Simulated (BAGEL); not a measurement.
# CH3BN2O (SMILES C=NBN=O): B3LYP/cc-pVDZ (density fitting with qzvpp-jkfit)

Aim: the energy change on altering one bond length of CH3BN2O at B3LYP/cc-pVDZ (density fitting with qzvpp-jkfit), from 2 runs. 

The results are computed with BAGEL 1.2.2.

3 further runs of the same task are left out: 1 that didn't finish, 2 set aside as unsound or not needed.

## (1) The structure to begin with

CH3BN2O has 8 atoms, charge 0, and is taken as a singlet. As SMILES, `C=NBN=O`. Geometry: relaxed at GFN2-xTB. This is one conformer, not always the lowest.

Bond lengths: C1–N2 1.252 Å, N2–B3 1.439 Å, B3–N4 1.313 Å, N4–O5 1.194 Å, C1–H6 1.097 Å, C1–H7 1.086 Å, B3–H8 1.176 Å. Angles: C1–N2–B3 129.5°, N2–B3–N4 126.2°, B3–N4–O5 164.1°, N2–C1–H6 126.0°, N2–C1–H7 118.4°, N2–B3–H8 124.5°, N4–B3–H8 109.2°, H6–C1–H7 115.6°.

## (2) A single-point energy at B3LYP/cc-pVDZ (density fitting with qzvpp-jkfit)

input.json reads:

```json
{ "bagel": [

{
  "title": "molecule",
  "basis": "cc-pvdz.json",
  "df_basis": "qzvpp-jkfit",
  "angstrom": true,
  "geometry": [
    { "atom": "C", "xyz": [       0.319470,      -0.008720,       1.650420 ] },
    { "atom": "N", "xyz": [      -0.267310,       0.359690,       0.607770 ] },
    { "atom": "B", "xyz": [      -0.100380,      -0.097370,      -0.746580 ] },
    { "atom": "N", "xyz": [      -0.656070,       0.424430,      -1.815630 ] },
    { "atom": "O", "xyz": [      -0.969040,       0.677910,      -2.940010 ] },
    { "atom": "H", "xyz": [       1.115730,      -0.760290,       1.710060 ] },
    { "atom": "H", "xyz": [       0.033620,       0.448660,       2.592600 ] },
    { "atom": "H", "xyz": [       0.523980,      -1.044320,      -1.058640 ] }
  ]
},

{
  "title": "ks",
  "xc_func": "b3lyp",
  "charge": 0
},

{
  "title": "print",
  "file": "orbitals.molden",
  "orbitals": true
}

]}
```

The basis set cc-pVDZ is read from a file made from the Basis Set Exchange's data (not shown).

Run with:

```bash
$ BAGEL_NUM_THREADS=1 BAGEL input.json > input.out
```

The log of the run:

```text
* using 1 threads per process

  ===============================================================
  ===============================================================

  *** Geometry ***

  { "atom" : "C", "xyz" : [      0.603711,     -0.016478,      3.118842 ] },
  { "atom" : "N", "xyz" : [     -0.505143,      0.679716,      1.148519 ] },
  { "atom" : "B", "xyz" : [     -0.189691,     -0.184003,     -1.410832 ] },
  { "atom" : "N", "xyz" : [     -1.239793,      0.802056,     -3.431043 ] },
  { "atom" : "O", "xyz" : [     -1.831220,      1.281064,     -5.555814 ] },
  { "atom" : "H", "xyz" : [      2.108424,     -1.436740,      3.231545 ] },
  { "atom" : "H", "xyz" : [      0.063533,      0.847845,      4.899304 ] },
  { "atom" : "H", "xyz" : [      0.990179,     -1.973479,     -2.000540 ] },

  Number of auxiliary basis functions:      435

  Since a DF basis is specified, we compute 2- and 3-index integrals:
    o Being stored without compression. Storage requirement is 0.025 GB

  Number of basis functions:       85
  Number of electrons      :       36

    * METHOD: MOLECULE                             0.52

  *** Kohn-Sham DFT ***

    * Removing 14150 points whose weight is below 1.00e-10
    * Grid points: 105098

  === Nuclear Repulsion ===
   137.9451178410

       - DIIS with orbital gradients will be used.

  === KS iteration (b3lyp / cc-pvdz.json) ===
      0       -214.11329740          0.10462899           0.79
      1       -158.34839208          0.17906989           0.72
      2       -107.93944623          0.20142354           0.76
      3       -209.46439364          0.19822352           0.72
      4       -235.68063770          0.09450095           0.77
      5       -247.81631735          0.04936611           0.77
      6       -249.30967529          0.01433171           0.72
      7       -249.30370542          0.01279793           0.79
      8       -249.40521651          0.00198032           0.68
      9       -249.40726397          0.00148144           0.77
     10       -249.40835112          0.00042579           0.81
     11       -249.40847385          0.00012979           0.79
     12       -249.40848322          0.00006101           0.78
     13       -249.40848506          0.00004312           0.76
     14       -249.40848602          0.00001667           0.83
     15       -249.40848606          0.00001759           0.88
     16       -249.40848622          0.00000330           0.78
     17       -249.40848622          0.00000196           0.70
     18       -249.40848622          0.00000179           0.69
     19       -249.40848623          0.00000064           0.67
     20       -249.40848623          0.00000029           0.70
     21       -249.40848623          0.00000025           0.72
     22       -249.40848623          0.00000025           0.68
     23       -249.40848623          0.00000011           0.74
     24       -249.40848623          0.00000006           0.69
     25       -249.40848623          0.00000010           0.68
     26       -249.40848623          0.00000003           0.65
     27       -249.40848623          0.00000002           0.72
     28       -249.40848623          0.00000001           0.75
     29       -249.40848623          0.00000001           0.82
     30       -249.40848623          0.00000000           0.80
    * SCF iteration converged.

    * Permanent dipole moment:
           (   -0.366737,     0.294718,    -0.344231) a.u.

    * METHOD: KS                                  24.87

    * METHOD: PRINT                                0.02

  ===============================================================
```

It took 26 s on 1 thread of Intel Xeon at 2.50GHz (Skylake/Cascade Lake), shared host; peak memory 0.41 GiB.

## (3) The distorted shape at the same level

dft.json reads:

```json
{ "bagel" : [

{
  "title" : "molecule",
  "basis" : "cc-pvdz.json",
  "df_basis" : "qzvpp-jkfit",
  "angstrom" : "true",
  "geometry" : [
    { "atom" : "C", "xyz" : [       0.269396,       0.128385,       2.056686 ] },
    { "atom" : "N", "xyz" : [      -0.317384,       0.496795,       1.014036 ] },
    { "atom" : "B", "xyz" : [      -0.100380,      -0.097370,      -0.746580 ] },
    { "atom" : "N", "xyz" : [      -0.656070,       0.424430,      -1.815630 ] },
    { "atom" : "O", "xyz" : [      -0.969040,       0.677910,      -2.940010 ] },
    { "atom" : "H", "xyz" : [       1.065656,      -0.623185,       2.116326 ] },
    { "atom" : "H", "xyz" : [      -0.016454,       0.585765,       2.998866 ] },
    { "atom" : "H", "xyz" : [       0.523980,      -1.044320,      -1.058640 ] }
  ]
},

{ "title" : "ks", "xc_func" : "b3lyp" },

{ "title" : "print", "file" : "orbitals.molden", "orbitals" : "true" }

]}
```

The basis set cc-pVDZ is read from a file made from the Basis Set Exchange's data (not shown).

Run with:

```bash
$ BAGEL_NUM_THREADS=1 BAGEL dft.json > dft.out
```

The log of the run:

```text
* using 1 threads per process

  ===============================================================
  ===============================================================

  *** Geometry ***

  { "atom" : "C", "xyz" : [      0.509085,      0.242612,      3.886573 ] },
  { "atom" : "N", "xyz" : [     -0.599769,      0.938806,      1.916250 ] },
  { "atom" : "B", "xyz" : [     -0.189691,     -0.184003,     -1.410832 ] },
  { "atom" : "N", "xyz" : [     -1.239793,      0.802056,     -3.431043 ] },
  { "atom" : "O", "xyz" : [     -1.831220,      1.281064,     -5.555814 ] },
  { "atom" : "H", "xyz" : [      2.013798,     -1.177649,      3.999277 ] },
  { "atom" : "H", "xyz" : [     -0.031094,      1.106935,      5.667035 ] },
  { "atom" : "H", "xyz" : [      0.990179,     -1.973479,     -2.000540 ] },

  Number of auxiliary basis functions:      435

  Since a DF basis is specified, we compute 2- and 3-index integrals:
    o Being stored without compression. Storage requirement is 0.025 GB

  Number of basis functions:       85
  Number of electrons      :       36

    * METHOD: MOLECULE                             0.35

  *** Kohn-Sham DFT ***

    * Removing 13522 points whose weight is below 1.00e-10
    * Grid points: 105726

  === Nuclear Repulsion ===
   130.0705939053

       - DIIS with orbital gradients will be used.

  === KS iteration (b3lyp / cc-pvdz.json) ===
      0       -213.96010700          0.10464823           0.59
      1       -158.77565980          0.17462691           0.64
      2       -105.18913275          0.18236934           0.51
      3       -188.02015545          0.21479594           0.52
      4       -236.49892616          0.09070894           0.79
      5       -247.65443049          0.04745495           0.72
      6       -239.96135272          0.09821897           0.76
      7       -246.62376386          0.05355119           0.68
      8       -248.80033795          0.02618607           0.72
      9       -249.08191813          0.01945438           0.69
     10       -249.06068006          0.02171184           0.69
     11       -248.69546690          0.03272401           0.72
     12       -249.33317166          0.00611206           0.70
     13       -249.35610632          0.00276221           0.72
     14       -249.35974306          0.00153349           0.74
     15       -249.36065799          0.00062157           0.77
     16       -249.36087514          0.00004995           0.81
     17       -249.36087707          0.00002276           0.81
     18       -249.36087670          0.00003725           0.62
     19       -249.36087736          0.00000992           0.61
     20       -249.36087741          0.00000542           0.66
     21       -249.36087743          0.00000182           0.58
     22       -249.36087744          0.00000094           0.63
     23       -249.36087744          0.00000074           0.66
     24       -249.36087744          0.00000068           0.63
     25       -249.36087744          0.00000031           0.59
     26       -249.36087744          0.00000039           0.73
     27       -249.36087744          0.00000017           0.75
     28       -249.36087744          0.00000009           0.72
     29       -249.36087744          0.00000005           0.65
     30       -249.36087744          0.00000004           0.61
     31       -249.36087744          0.00000003           0.64
     32       -249.36087744          0.00000001           0.61
     33       -249.36087744          0.00000003           0.74
     34       -249.36087744          0.00000001           0.80
    * SCF iteration converged.

    * Permanent dipole moment:
           (   -0.428193,     0.355536,    -0.449416) a.u.

    * METHOD: KS                                  25.31

    * METHOD: PRINT                                0.02

  ===============================================================
```

Run time: 26 s. Hardware: 1 thread of Intel Xeon at 2.50GHz (Skylake/Cascade Lake), shared host; peak memory 0.41 GiB.

## (4) What came out

At B3LYP/cc-pVDZ (density fitting with qzvpp-jkfit):

```
                                                         quantity          value
                                        first shape: total energy  -249.40849 Eh
                                       first shape: dipole moment         1.48 D
                                         first shape: HOMO energy       -6.48 eV
                                         first shape: LUMO energy       -3.56 eV
                                       first shape: HOMO–LUMO gap        2.91 eV
                                    distorted shape: total energy  -249.36088 Eh
                                   distorted shape: dipole moment         1.82 D
                                     distorted shape: HOMO energy       -6.50 eV
                                     distorted shape: LUMO energy       -3.74 eV
                                   distorted shape: HOMO–LUMO gap        2.76 eV
energy change with the N2–B3 bond stretched from 1.439 to 1.871 Å       1.296 eV
```

**Reading.** With the N2–B3 bond stretched from 1.439 to 1.871 Å the energy rises by 1.30 eV (125 kJ/mol). The first shape isn't relaxed at this level, so the change isn't measured from a minimum.
